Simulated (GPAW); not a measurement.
Crystal: SnSe.

```
CELL_PARAMETERS angstrom
0.00000 3.39084 3.39084
3.39084 0.00000 3.39084
3.39084 3.39084 0.00000
ATOMIC_POSITIONS crystal
Sn 0.00000 0.00000 0.00000
Se 0.75000 0.75000 0.75000
```

The cell was built by a generator and needn't be a form met in nature.

- Program: GPAW 26.7.0
- Task: relaxation of cell and atoms
- Functional: PBEsol
- Dispersion: D3(BJ)
- Potentials or basis: PAW data sets generated in the run's folder for this functional
- Cutoff: 600 eV
- Basis: pw
- k mesh: 7 × 7 × 7
- Occupations: fermi-dirac, width 0.05 eV
- Spin: no spin polarisation

At the start: pressure -2.4 GPa; volume 38.99 Å³/atom.

Question: How do energy, volume and symmetry change on relaxing?

Answer: Over 4 steps the energy falls by 17.6 meV/atom and the volume is 36.53 Å³/atom (-6.3 %); space group F-43m (No. 216, to 0.05 Å).

The path:
```
step  energy change (eV)  largest force (eV/Å)  pressure (GPa)  volume (Å³)
   1              0.0000                0.0000           -2.42        77.97
   2             -0.0130                0.0000           -1.95        77.00
   3             -0.0351                0.0000           -0.12        73.29
   4             -0.0351                0.0000           -0.03        73.07
```

Final structure:
```cif
data_structure
_symmetry_space_group_name_H-M 'P 1'
_symmetry_Int_Tables_number 1
_cell_length_a 4.6926
_cell_length_b 4.6926
_cell_length_c 4.6926
_cell_angle_alpha 60.000
_cell_angle_beta 60.000
_cell_angle_gamma 60.000
_cell_volume 73.07
loop_
_atom_site_label
_atom_site_type_symbol
_atom_site_fract_x
_atom_site_fract_y
_atom_site_fract_z
_atom_site_occupancy
Sn1 Sn 0.00000 0.00000 0.00000 1
Se1 Se 0.75000 0.75000 0.75000 1
```

Caveat: later steps reuse the first step's grids; pairwise dispersion overbinds metals, which lowers pressure and volume.
